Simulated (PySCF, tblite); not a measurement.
# C₇H₅ClO₃S: geometry, infrared bands and NMR shifts

Wanted: the infrared bands and NMR shifts of C₇H₅ClO₃S (`O=Cc1ccc(S(=O)(=O)Cl)cc1`), by calculation.

The runs use tblite 0.8.0 and PySCF 2.14.0, with density-fitted response routines of our own; the level of theory stands in each step. All values are computed, except where a source is named. Atoms are numbered from 0 throughout.

### 1 Starting geometry

17 atoms, charge 0, multiplicity 1; geometry from: force field or distance geometry start.

Bonds of the start (Å): O0–C1 1.27, C1–C2 1.49, C2–C3 1.39, C3–C4 1.38, C4–C5 1.39, C5–S6 1.77, S6–O7 1.50, S6–O8 1.52, S6–Cl9 2.06, C5–C10 1.40, C10–C11 1.40, C11–C2 1.38, C1–H12 1.09, C3–H13 1.09, C4–H14 1.08, C10–H15 1.08, C11–H16 1.09.

### 2 Optimising the geometry with GFN2-xTB

What the job is given:

```
{"job": {"kind": "relax", "xc": "GFN2-xTB", "basis": "xTB"}, "charge": 0, "multiplicity": 1}
O     -3.739400    -0.976000    -0.536100
C     -3.153000     0.047700    -0.066600
C     -1.668800     0.014000    -0.012700
C     -0.971000     1.110700     0.488700
C      0.409100     1.111700     0.558400
C      1.097700     0.006800     0.075800
S      2.869900    -0.050200     0.110200
O      3.443700     0.742600     1.241900
O      3.362200    -1.485700     0.220000
Cl     3.688800     0.709600    -1.623300
C      0.429600    -1.103400    -0.445800
C     -0.969100    -1.081400    -0.481600
H     -3.716000     0.903300     0.319400
H     -1.495100     1.984700     0.872300
H      0.907500     1.986800     0.959500
H      0.979000    -1.962500    -0.799800
H     -1.482100    -1.946600    -0.890300
```

Command:

```bash
OMP_NUM_THREADS=1 python probes_run.py task.json out
```

The driver reads the jobs from task.json and runs them one after another.

**Question.** This job is followed by: GFN2-xTB harmonic vibrations, gas phase; GIAO PBE0/pcSseg-1 NMR shielding, non-relativistic, gas phase. Predict these results of the whole session: strongest single infrared mode (GFN2-xTB); zero-point energy (GFN2-xTB); 13C shifts against TMS (PBE0/pcSseg-1, means over atoms taken as alike); 1H shifts against TMS (PBE0/pcSseg-1, means over atoms taken as alike); 17O shifts against H2O (PBE0/pcSseg-1, means over atoms taken as alike); 33S shifts against CS2 (PBE0/pcSseg-1); 35Cl shifts against HCl (PBE0/pcSseg-1).

**Answer**, as computed:

```
                                                               quantity                                  value
                              strongest single infrared mode (GFN2-xTB)                  1758 cm⁻¹, 339 km/mol
                                           zero-point energy (GFN2-xTB)                          66.6 kcal/mol
13C shifts against TMS (PBE0/pcSseg-1, means over atoms taken as alike)  194.8, 156.5, 144.8, 137.7, 132.1 ppm
 1H shifts against TMS (PBE0/pcSseg-1, means over atoms taken as alike)                  10.27, 8.43, 8.42 ppm
17O shifts against H2O (PBE0/pcSseg-1, means over atoms taken as alike)                       690.3, 286.4 ppm
                                 33S shifts against CS2 (PBE0/pcSseg-1)                                322 ppm
                                35Cl shifts against HCl (PBE0/pcSseg-1)                                665 ppm
```

Relaxing lowered the energy by 0.823 eV in 65 steps; the close pair that moved most is S6–O8, from 1.522 to 1.425 Å. All 45 modes are real, so the xTB geometry is a minimum. The strongest single mode, at 1758 cm⁻¹, moves mainly C1 and O0. Unscaled tight-binding wavenumbers are off by several per cent, some by more. Its intensities can rank the bands wrongly. The most deshielded carbon is C1 (aldehyde carbonyl carbon), at 194.8 ppm: the double bond to the heteroatom, with no lone-pair donor beside it, deshields it most. The most deshielded hydrogen is H12 (hydrogen on an aldehyde carbonyl carbon), at 10.27 ppm: deshielded by the polar, anisotropic C=O bond. At PBE0/pcSseg-1: Shielding is most anisotropic at O0 (span 1390 ppm, paramagnetic term -752 ppm). NICS(1)zz of -27 ppm above the planar ring from C2 marks a diatropic (aromatic) ring current.
